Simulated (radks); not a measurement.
# I⁴⁺ in [Kr] 4d10 5s2 5p1: an all-electron calculation

The task here is to estimate one member of a computed series from the others.

The numbers are computed with radks (a radial shooting solver on a logarithmic mesh, Libxc functionals) version 1 (Dirac Kohn-Sham, PBE, spin-unpolarised, spherical densities, finite nucleus; open shells are shared between the two j in proportion to 2j + 1), except any that are marked as measured or tabulated.

## What is computed

| Quantity | Value |
| --- | --- |
| element | iodine (Z = 53) |
| charge | +4 |
| electrons | 49 |
| configuration | [Kr] 4d10 5s2 5p1 |
| nuclear rms radius | 4.75 fm |

The outer shells:

I⁴⁺
```
[Kr] core
4d [↑↓][↑↓][↑↓][↑↓][↑↓]
5s [↑↓]
5p [↑ ][  ][  ]
```

The first run:

The run's settings:

```text
Z 53
configuration [Kr] 4d10 5s2 5p1
relativity Dirac
functional pbe,pbe
spin unpolarised
j_filling average
nucleus finite rms 4.75 fm
c 137.035999084
```

Command:

```
python run_ks.py task.json out
```

The same process makes all the runs of this session.

One of the session's tables, all rows but one given; the rest of the session is left out.

It belongs to the step «Radial structure». Radial moments (bohr):

```
level      <r>  outermost maximum (interpolated)  90 % within  nodes
1s1/2  0.02722                            0.0175       0.0490      0
2s1/2   0.1167                            0.0993        0.181      1
2p1/2        ?                                 ?            ?      ?
2p3/2   0.1041                            0.0809        0.169      0
3s1/2   0.3137                             0.286        0.461      2
3p1/2   0.3040                             0.272        0.457      1
3p3/2   0.3155                             0.283        0.473      1
3d3/2   0.2864                             0.230        0.450      0
3d5/2   0.2901                             0.233        0.455      0
4s1/2   0.7393                             0.681         1.07      3
4p1/2   0.7715                             0.698         1.13      2
4p3/2   0.7994                             0.723         1.17      2
4d3/2   0.9060                             0.772         1.38      1
4d5/2   0.9167                             0.781         1.39      1
5s1/2    1.785                              1.63         2.55      4
5p1/2    1.991                              1.80         2.86      3
5p3/2    2.053                              1.86         2.95      3
```

Q: Estimate the row for 2p1/2 from the others.

The run gave: <r>: 0.09846; outermost maximum (interpolated): 0.0761; 90 % within: 0.162; nodes: 0. In the column «<r>» it lies between 1s1/2 (0.02722) and 2p3/2 (0.1041).

Caveats from the session: Spin polarisation and multiplet splitting are left out.
